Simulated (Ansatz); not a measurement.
# H5NO3Si: up Jacob's ladder to CCSD(T)

One table from this session's results is given with a row withheld; the runs are named, their logs left out.

Method: functionals in def2-TZVPP, the program's frozen cores in correlated methods; program: Ansatz 0.2.0, Gaussian basis.

The runs, in order: PBE-D4, r2SCAN-D4, PBE0-D4, B3LYP-D4, ωB97X-V, ωB97M-V, B2PLYP; CCSD(T)/def2-TZVPP; CCSD(T)/def2-QZVPP; extrapolation to the limit.

## The geometry

The geometry comes from an earlier relaxation with PBE0-D4 in a triple-zeta def2 set; it is a stationary point, not always the lowest conformer.

SMILES `N[Si](O)(O)O`, 10 atoms, charge 0, spin multiplicity 1.

Atoms are counted from 1 here; the program's logs count them from 0.

Bond lengths: N1–Si2 1.697 Å, N1–H6 1.006 Å, N1–H7 1.006 Å, Si2–O3 1.634 Å, Si2–O4 1.640 Å, Si2–O5 1.642 Å, O3–H8 0.958 Å, O4–H9 0.958 Å, O5–H10 0.958 Å. Angles: Si2–N1–H6 119.6°, Si2–N1–H7 121.3°, H6–N1–H7 111.8°, N1–Si2–O3 103.5°, N1–Si2–O4 118.5°, N1–Si2–O5 108.9°, O3–Si2–O4 107.2°, O3–Si2–O5 116.0°, O4–Si2–O5 103.3°, Si2–O3–H8 115.3°, Si2–O4–H9 115.6°, Si2–O5–H10 115.8°.

The first run:

in.yaml reads:

```yaml
crystal:
  periodic: [false, false, false]
  atoms:
    - {symbol: N, position_ang: [-0.812802, 0.011949, 1.272081]}
    - {symbol: Si, position_ang: [0.109349, -0.062388, -0.150710]}
    - {symbol: O, position_ang: [1.001141, -1.418195, 0.042386]}
    - {symbol: O, position_ang: [-0.673515, -0.196185, -1.586027]}
    - {symbol: O, position_ang: [0.953565, 1.336465, -0.311169]}
    - {symbol: H, position_ang: [-1.130166, -0.839715, 1.704025]}
    - {symbol: H, position_ang: [-1.441805, 0.777047, 1.447022]}
    - {symbol: H, position_ang: [1.276603, -1.846936, -0.768858]}
    - {symbol: H, position_ang: [-0.689631, 0.596052, -2.124393]}
    - {symbol: H, position_ang: [1.407272, 1.641916, 0.475632]}
basis:
  gaussian: {orbitals: def2-TZVPP}
hamiltonian: {xc: pbe, dispersion: d4}
output: {forces: true, orbitals: {seedname: orbitals}}
```

Run with:

```sh
$ ansatz run in.yaml --threads 2 --pin off --events-out ev --progress --plain --max-ram 22528MiB --backend cpu
```

Steps of the session up to this table: PBE-D4 (GGA); r2SCAN-D4 (meta-GGA); PBE0-D4 (hybrid); B3LYP-D4 (hybrid); ωB97X-V (range-separated); ωB97M-V (range-separated); B2PLYP (double hybrid); CCSD(T) in def2-TZVPP; CCSD(T) in def2-QZVPP.

One of the session's tables, all rows but one given; the rest of the session is left out.

| method | atomisation energy (kcal/mol) |
| --- | --- |
| PBE-D4 | 965.0 |
| r2SCAN-D4 | 950.7 |
| PBE0-D4 | 940.3 |
| B3LYP-D4 | 948.7 |
| ωB97X-V | 954.1 |
| ωB97M-V | 957.2 |
| B2PLYP | 942.3 |
| HF/def2-TZVPP | ? |
| MP2/def2-TZVPP | 952.9 |
| CCSD/def2-TZVPP | 911.0 |
| CCSD(T)/def2-TZVPP | 926.1 |
| MP2/CBS | 986.4 |
| CCSD(T)/CBS | 959.5 |

Q: Estimate the row for HF/def2-TZVPP from the others.

**Answer.** atomisation energy (kcal/mol): 654.6. In the column «atomisation energy (kcal/mol)» it is the lowest.

Limits of these values: Free atoms (1 N, 1 Si, 3 O, 5 H) were run apart at each level; the atomisation energy is their sum less the molecule, without zero-point or spin-orbit terms.
